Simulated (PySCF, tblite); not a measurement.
# C6H8F2S2: geometry, infrared bands and NMR shifts

Wanted: the infrared bands and NMR shifts of C6H8F2S2 (`FC(F)[C@H]1CCC(=S)CS1`), by calculation.

Computed with tblite 0.8.0 and PySCF 2.14.0, with density-fitted response routines of our own, on a single molecule in the gas phase. Atoms are numbered from 0 throughout.

## (1) The starting structure

18 atoms, charge 0, multiplicity 1; geometry from: force field or distance geometry start.

Bonds of the start (Å): F0–C1 1.35, C1–F2 1.35, C1–C3 1.53, C3–C4 1.54, C4–C5 1.53, C5–C6 1.52, C6–S7 1.69, C6–C8 1.50, C8–S9 1.83, S9–C3 1.84, C1–H10 1.09, C3–H11 1.11, C4–H12 1.10, C4–H13 1.09, C5–H14 1.09, C5–H15 1.09, C8–H16 1.10, C8–H17 1.09.

## (2) Relaxing the molecule with GFN2-xTB

What the job is given:

```
{"job": {"kind": "relax", "xc": "GFN2-xTB", "basis": "xTB"}, "charge": 0, "multiplicity": 1}
F     -2.706100    -0.501800    -0.957200
C     -1.960400     0.482800    -0.405200
F     -1.177900     0.979300    -1.388100
C     -1.098300    -0.113600     0.714200
C     -0.202900    -1.283000     0.265700
C      0.948500    -0.894500    -0.664500
C      1.836400     0.146600    -0.004300
S      3.475900    -0.144700     0.261600
C      1.205700     1.453800     0.389500
S     -0.116700     1.154600     1.616500
H     -2.627000     1.263300    -0.035200
H     -1.795600    -0.537800     1.465800
H     -0.824400    -2.029400    -0.242300
H      0.212300    -1.785100     1.142400
H      0.582300    -0.474900    -1.605700
H      1.523800    -1.793100    -0.900400
H      0.788100     1.946300    -0.496200
H      1.927700     2.137500     0.831700
```

Run with:

```bash
$ OMP_NUM_THREADS=1 python probes_run.py task.json out
```

One launch serves the whole session: the jobs run in the order shown.

**Question.** This job is followed by: GFN2-xTB harmonic vibrations, gas phase; GIAO PBE0/pcSseg-1 NMR shielding, non-relativistic, gas phase. What will the session give for the following? strongest single infrared mode (GFN2-xTB); zero-point energy (GFN2-xTB); 13C shifts against TMS (PBE0/pcSseg-1); 1H shifts against TMS (PBE0/pcSseg-1); 19F shifts against CFCl3 (PBE0/pcSseg-1); 33S shifts against CS2 (PBE0/pcSseg-1); surface potential, 1st and 99th percentile.

The runs gave:

```
                                 quantity                                               value
strongest single infrared mode (GFN2-xTB)                               1026 cm⁻¹, 145 km/mol
             zero-point energy (GFN2-xTB)                                       81.9 kcal/mol
   13C shifts against TMS (PBE0/pcSseg-1)            274.1, 127.2, 53.4, 48.7, 46.9, 38.8 ppm
    1H shifts against TMS (PBE0/pcSseg-1)  6.61, 4.73, 3.70, 3.51, 3.28, 2.89, 2.60, 2.59 ppm
 19F shifts against CFCl3 (PBE0/pcSseg-1)                                  -121.9, -147.5 ppm
   33S shifts against CS2 (PBE0/pcSseg-1)                                        1013, 73 ppm
    surface potential, 1st and 99th percentile                                  -0.97 V and 1.35 V
```

What this shows: Over 49 steps the energy fell by 0.164 eV; of the close pairs, C6–S7 changed most, 1.686 to 1.623 Å. All 48 modes are real, so the xTB geometry is a minimum. The strongest single mode, at 1026 cm⁻¹, is spread over many atoms; the largest shares are those of C1, F0. GFN2-xTB is a fitted tight-binding method: band positions and strengths are rough. Its intensities can rank the bands wrongly. The most deshielded carbon is C6 (thiocarbonyl carbon), at 274.1 ppm: low-lying n→π* states of the double bond to the heteroatom give a large paramagnetic term (-345 ppm). H10 (hydrogen on an sp3 CH bonded to 2 F) lies farthest downfield among hydrogen, at 6.61 ppm; its carbon carries F, an electronegative neighbour. At PBE0/pcSseg-1: The widest tensor belongs to S7: span 2229 ppm, with a paramagnetic part of -1565 ppm. By nearest atom (PBE0/pcSseg-1), the HOMO sits on S7 75 %; S9 7 % and the LUMO on S7 39 %; C6 39 %.
